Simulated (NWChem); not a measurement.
# B3LYP/def2-SVP run of C2H3F3 (SMILES FCC(F)F)

Aim: the electronic atomisation energy of C2H3F3 at B3LYP/def2-SVP, from 4 runs. 

The calculation is run with NWChem 7.3.0.

**1. Starting point**

The species is C2H3F3 (8 atoms), meant as a singlet with charge 0. SMILES: `FCC(F)F`. Geometry: relaxed at PBE0-D4/def2-TZVP. This is one conformer, not always the lowest.

Bond lengths: F1–C2 1.372 Å, C2–C3 1.509 Å, C3–F4 1.352 Å, C3–F5 1.356 Å, C2–H6 1.093 Å, C2–H7 1.093 Å, C3–H8 1.095 Å. Some angles: F1–C2–C3 109.3°, C2–C3–F4 110.4°, C2–C3–F5 108.3°, F4–C3–F5 107.9°, F1–C2–H6 109.4°, F1–C2–H7 109.2°, C3–C2–H6 109.5°, C3–C2–H7 109.4°, C2–C3–H8 113.0°, F4–C3–H8 108.2°.

**2. The energy at B3LYP/def2-SVP (run 1)**

Contents of struct.nw:

```
start struct
title "C2H3F3 energy"
memory total 2200 mb
geometry noautosym nocenter noautoz
F    -1.142800   -0.681000    1.163100
C    -0.188200    0.195100    0.711800
C     0.172900   -0.152400   -0.711300
F     0.824200   -1.335800   -0.756500
F     1.011700    0.803600   -1.182200
H     0.701700    0.118900    1.342500
H    -0.588500    1.211500    0.747300
H    -0.698800   -0.217000   -1.370500
end
basis spherical bse
F library def2-SVP
C library def2-SVP
H library def2-SVP
end
dft
xc b3lyp
grid fine
convergence energy 1e-08
iterations 100
mulliken
print low
end
task dft
```

Command:

```sh
$ nwchem struct.nw > struct.out
```

Log:

```text
[...]
 d= 0,ls=0.0,diis     1   -377.1113933937 -5.68D+02  1.78D-02  1.19D+00     1.6
[...]
 d= 0,ls=0.0,diis     8   -377.2423164268  2.16D-09  3.13D-06  2.23D-07     9.6
         Total DFT energy =     -377.242316426846
      One electron energy =     -902.374811090084
           Coulomb energy =      377.169889359952
    Exchange-Corr. energy =      -43.397194143772
 Nuclear repulsion energy =      191.359799447058
[...]
      Total Density - Mulliken Population Analysis
     ---------------------------------------------
    Atom       Charge   Shell Charges
 -----------   ------   -------------------------------------------------------
    1 F    9     9.27   1.99  1.13  0.80  3.35  1.99  0.01
    2 C    6     5.73   1.99  0.94  0.08  2.06  0.60  0.07
    3 C    6     5.61   1.99  0.95  0.10  1.97  0.50  0.12
    4 F    9     9.22   1.99  1.14  0.78  3.36  1.95  0.01
    5 F    9     9.22   1.99  1.14  0.78  3.36  1.96  0.01
    6 H    1     0.98   0.76  0.20  0.02
    7 H    1     0.98   0.76  0.20  0.02
    8 H    1     0.99   0.77  0.20  0.02
[...]
```

Run time: 10 s. Hardware: 1 thread of Intel Xeon 6975P-C (Granite Rapids), shared host; peak memory 0.11 GiB.

**3. The C atom, same level (run 2)**

Contents of geom.xyz:

```xyz
1
C energy
C      0.000000     0.000000     0.000000
```

Contents of geom.nw:

```
start geom
title "C energy"
memory total 2200 mb

geometry units angstrom noautosym nocenter noautoz
load format xyz geom.xyz
end

basis spherical bse
C library def2-SVP
end

dft
xc b3lyp
mult 3
grid fine
convergence energy 1e-08
iterations 100
mulliken
noprint "final vectors analysis"
end

task dft energy
```

Run the same way, it converges to -37.81406 Eh (log not shown).

**4. The F atom (run 3)**

Contents of f.xyz:

```xyz
1
F
F      0.000000     0.000000     0.000000
```

Contents of f.nw:

```
start f
title "F"
memory stack 880 mb heap 220 mb global 1100 mb

geometry units angstrom noautosym nocenter noautoz
  load format xyz f.xyz
end

basis "ao basis" spherical bse
  * library def2-SVP
end

dft
  xc b3lyp
  mult 2
  grid fine
  convergence energy 1e-08
  iterations 100
  mulliken
  print low
end

task dft
```

Command:

```sh
$ nwchem f.nw > f.out
```

Log:

```text
[...]
 d= 0,ls=0.0,diis     1    -99.6320722499 -9.96D+01  8.91D-03  4.16D-02     0.1
[...]
 d= 0,ls=0.0,diis     6    -99.6404741395 -7.76D-09  2.20D-07  2.02D-11     0.2
[...]
         Total DFT energy =      -99.640474139499
      One electron energy =     -139.170243707669
           Coulomb energy =       49.920586187162
    Exchange-Corr. energy =      -10.390816618992
 Nuclear repulsion energy =        0.000000000000
[...]
      Total Density - Mulliken Population Analysis
     ---------------------------------------------
    Atom       Charge   Shell Charges
 -----------   ------   -------------------------------------------------------
    1 F    9     9.00   1.99  1.17  0.84  3.20  1.80  0.00
     --------------------------------------------
      Spin Density - Mulliken Population Analysis
     --------------------------------------------
    Atom       Charge   Shell Charges
 -----------   ------   -------------------------------------------------------
    1 F    9     1.00  -0.00  0.02 -0.02  0.69  0.31  0.00
[...]
      <S2> =      0.7510 (Exact =     0.7500)
[...]
```

Wall time 0.79 s (1 thread of Intel Xeon 6975P-C (Granite Rapids), shared host); peak memory 0.1 GiB.

**5. The H atom, same level (run 4)**

Contents of mymol.nw:

```
start mymol
title "H"
memory total 2200 mb
geometry units angstrom noautosym nocenter noautoz
H     0.000000    0.000000    0.000000
end
basis spherical bse
* library def2-SVP
end
dft
xc b3lyp
mult 2
grid fine
convergence energy 1e-08
iterations 100
mulliken
noprint "final vectors analysis"
end
task dft
```

Run the same way, it converges to -0.50126 Eh (log not shown).

**6. All runs side by side**

```
run            level  partner  energy (Eh)  wall time
  1   B3LYP/def2-SVP     base  -377.242316       10 s
  2  UB3LYP/def2-SVP    atoms   -37.814061     0.79 s
  3  UB3LYP/def2-SVP    atoms   -99.640474     0.79 s
  4  UB3LYP/def2-SVP    atoms    -0.501259     0.67 s
```

**7. Outcome**

At B3LYP/def2-SVP:

| quantity | value |
| --- | --- |
| H atom: total energy | -0.50126 Eh |
| H atom: ⟨S²⟩ | 0.750 |
| electronic atomisation energy | 32.354 eV |

**Reading.** Taking the molecule apart into free atoms costs 32.35 eV (3122 kJ/mol), before zero-point energy and without spin-orbit coupling. All runs together took 12 s, the longest 10 s.
